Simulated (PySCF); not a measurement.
**[La(HCN)]3+: a change of charge**

How does [La(HCN)]3+ respond at fixed geometry? The runs cover a change of charge. It is a constructed species; whether it can be made isn't addressed.

Method: PBE0, La def2-SVP with ECP46, N def2-SVP, C def2-SVP, H def2-SVP; scalar-relativistic core potentials, no spin–orbit coupling; program: PySCF 2.14.0.

1 further run of the same task is left out (for a known fault of the program).

## 1. The system as given

4 atoms, charge 3, spin multiplicity 1.

Bond lengths: La1–N2 2.377 Å, N2–C3 1.164 Å, C3–H4 1.112 Å. Angles: La1–N2–C3 180.0°, N2–C3–H4 180.0°.

Coordinates:

```xyz
4
charge 3, multiplicity 1
La    0.0000    0.0000   -0.3543
N     0.0000    0.0000    2.0231
C     0.0000    0.0000    3.1867
H     0.0000    0.0000    4.2986
```

Formal oxidation states: La +3. An earlier session relaxed this geometry at PBE0, La def2-SVP with ECP46, N def2-SVP, C def2-SVP, H def2-SVP (singlet, point group C∞v).

Its energy there is -123.575061 Eh.

## 2. One electron removed, multiplicity 2

Contents of run.py (the lines that set the calculation):

```python
mol = gto.M(atom='''
La     0.00000     0.00000    -0.35434
N      0.00000     0.00000     2.02314
C      0.00000     0.00000     3.18670
H      0.00000     0.00000     4.29861''',
    basis={'La': 'def2-SVP', 'N': 'def2-SVP', 'C': 'def2-SVP', 'H': 'def2-SVP'},
    ecp={'La': 'def2-SVP'},
    charge=4, spin=1)
mf = dft.UKS(mol, xc='PBE0')
mf.grids.atom_grid = (50, 194)  # f atoms: unpruned, at least (60, 302)
mf = mf.density_fit()  # fitting sets: La def2-universal-JKFIT, N def2-universal-JKFIT, C def2-universal-JKFIT, H def2-universal-JKFIT
mf.conv_tol = 1e-08; mf.max_cycle = 55
mf.kernel(dm0)  # dm0: the density of the relaxed state
```

On the command line:

```sh
OMP_NUM_THREADS=2 python run.py
```

Log:

```text
init E= -123.588007210429
cycle= 1 E= -122.437387115757  delta_E= 1.15  |g|= 0.333  |ddm|= 0.549
  HOMO = -1.45542855045  LUMO = -1.31775452217  gap/eV = 3.74630
cycle= 2 E= -122.456181982872  delta_E= -0.0188  |g|= 0.332  |ddm|= 0.593
  HOMO = -1.3348500253  LUMO = -1.1974712543  gap/eV = 3.73827
cycle= 3 E= -122.502070167566  delta_E= -0.0459  |g|= 0.105  |ddm|= 0.296
  HOMO = -1.31777426588  LUMO = -1.17710739757  gap/eV = 3.82774
cycle= 4 E= -122.507415593189  delta_E= -0.00535  |g|= 0.0178  |ddm|= 0.105
  HOMO = -1.3154414083  LUMO = -1.173471211  gap/eV = 3.86321
cycle= 5 E= -122.50757124252  delta_E= -0.000156  |g|= 0.00122  |ddm|= 0.0146
  HOMO = -1.31550574045  LUMO = -1.17343781067  gap/eV = 3.86587
cycle= 6 E= -122.507574427257  delta_E= -3.18e-06  |g|= 0.00052  |ddm|= 0.00269
  HOMO = -1.31542952013  LUMO = -1.17339363258  gap/eV = 3.86499
cycle= 7 E= -122.507575069203  delta_E= -6.42e-07  |g|= 0.000253  |ddm|= 0.00122
  HOMO = -1.31538775901  LUMO = -1.17338953836  gap/eV = 3.86397
cycle= 8 E= -122.507575263512  delta_E= -1.94e-07  |g|= 8.27e-05  |ddm|= 0.000814
  HOMO = -1.31537208193  LUMO = -1.17338889135  gap/eV = 3.86356
cycle= 9 E= -122.507575285679  delta_E= -2.22e-08  |g|= 2.15e-05  |ddm|= 0.000305
  HOMO = -1.31536973121  LUMO = -1.17338878942  gap/eV = 3.86350
cycle= 10 E= -122.507575286736  delta_E= -1.06e-09  |g|= 2.12e-06  |ddm|= 6.98e-05
  HOMO = -1.31537014435  LUMO = -1.17338921426  gap/eV = 3.86350
Extra cycle  E= -122.507575286747  delta_E= -1.09e-11  |g|= 1.07e-06  |ddm|= 4.86e-06
converged SCF energy = -122.507575286747  <S^2> = 0.7522638  2S+1 = 2.0022625
```

Wall time 0.7 s (2 threads of Arm Neoverse V2, shared host).

Result: E = -122.507575 Eh (+29.048 eV from the relaxed state), HOMO -35.79 eV, LUMO -31.93 eV (over both spins), ⟨S²⟩ = 0.752, Mulliken charge on La1 +2.78 e. 

## 3. One electron added, multiplicity 2

run.py (the lines that set the calculation), as its differences from that of step 2:

```diff
@@ -7,3 +7,3 @@
     ecp={'La': 'def2-SVP'},
-    charge=4, spin=1)
+    charge=2, spin=1)
 mf = dft.UKS(mol, xc='PBE0')
```

On the command line:

```sh
OMP_NUM_THREADS=2 python run.py
```

Log:

```text
init E= -123.585853488626
  HOMO = -0.707889292546  LUMO = -0.699309505059  gap/eV = 0.23347
cycle= 1 E= -124.166791097581  delta_E= -0.581  |g|= 0.154  |ddm|= 1.03
  HOMO = -0.478660822737  LUMO = -0.419651091754  gap/eV = 1.60574
cycle= 2 E= -124.176106793077  delta_E= -0.00932  |g|= 0.166  |ddm|= 0.527
  HOMO = -0.50881276405  LUMO = -0.425531425871  gap/eV = 2.26620
cycle= 3 E= -124.185652024579  delta_E= -0.00955  |g|= 0.101  |ddm|= 0.186
  HOMO = -0.520487848009  LUMO = -0.431257948586  gap/eV = 2.42807
cycle= 4 E= -124.189956068531  delta_E= -0.0043  |g|= 0.0138  |ddm|= 0.0803
  HOMO = -0.521910204547  LUMO = -0.433056901969  gap/eV = 2.41782
cycle= 5 E= -124.190046866689  delta_E= -9.08e-05  |g|= 0.0024  |ddm|= 0.0131
  HOMO = -0.522213870362  LUMO = -0.432774358962  gap/eV = 2.43377
cycle= 6 E= -124.190050617873  delta_E= -3.75e-06  |g|= 0.000333  |ddm|= 0.00285
  HOMO = -0.522192002048  LUMO = -0.432756148744  gap/eV = 2.43367
cycle= 7 E= -124.190050858345  delta_E= -2.4e-07  |g|= 0.00016  |ddm|= 0.000733
  HOMO = -0.522185312395  LUMO = -0.43274005795  gap/eV = 2.43393
cycle= 8 E= -124.190050936747  delta_E= -7.84e-08  |g|= 8.38e-05  |ddm|= 0.000434
  HOMO = -0.5221859344  LUMO = -0.432736613349  gap/eV = 2.43404
cycle= 9 E= -124.190050963532  delta_E= -2.68e-08  |g|= 3.74e-05  |ddm|= 0.000294
  HOMO = -0.522188011594  LUMO = -0.432732652996  gap/eV = 2.43420
cycle= 10 E= -124.190050969359  delta_E= -5.83e-09  |g|= 9.2e-06  |ddm|= 0.000178
  HOMO = -0.522186793805  LUMO = -0.432732752698  gap/eV = 2.43417
Extra cycle  E= -124.19005096946  delta_E= -1.01e-10  |g|= 9.9e-06  |ddm|= 1.87e-05
converged SCF energy = -124.19005096946  <S^2> = 0.75119947  2S+1 = 2.0011991
```

Wall time 0.8 s (2 threads of Arm Neoverse V2, shared host).

It gives: E = -124.190051 Eh (-16.735 eV from the relaxed state), HOMO -14.21 eV, LUMO -12.08 eV (over both spins), ⟨S²⟩ = 0.751, Mulliken charge on La1 +1.68 e. 

## 4. Results

| state | energy from the relaxed state (eV) | ⟨S²⟩ | time |
| --- | --- | --- | --- |
| charge +3, singlet, vacuum (relaxed) | 0 | 0.00 |  |
| charge +2, doublet, vacuum | -16.73 | 0.75 | 0.8 s |
| charge +4, doublet, vacuum | 29.05 | 0.75 | 0.7 s |

An electron taken off or put on is at rest in vacuum. 

Removing an electron vertically costs 29.05 eV (doublet), against −HOMO = 26.21 eV. Adding an electron vertically releases 16.73 eV (doublet). These are double-zeta-type bases without diffuse functions. Spin–orbit coupling is left out.
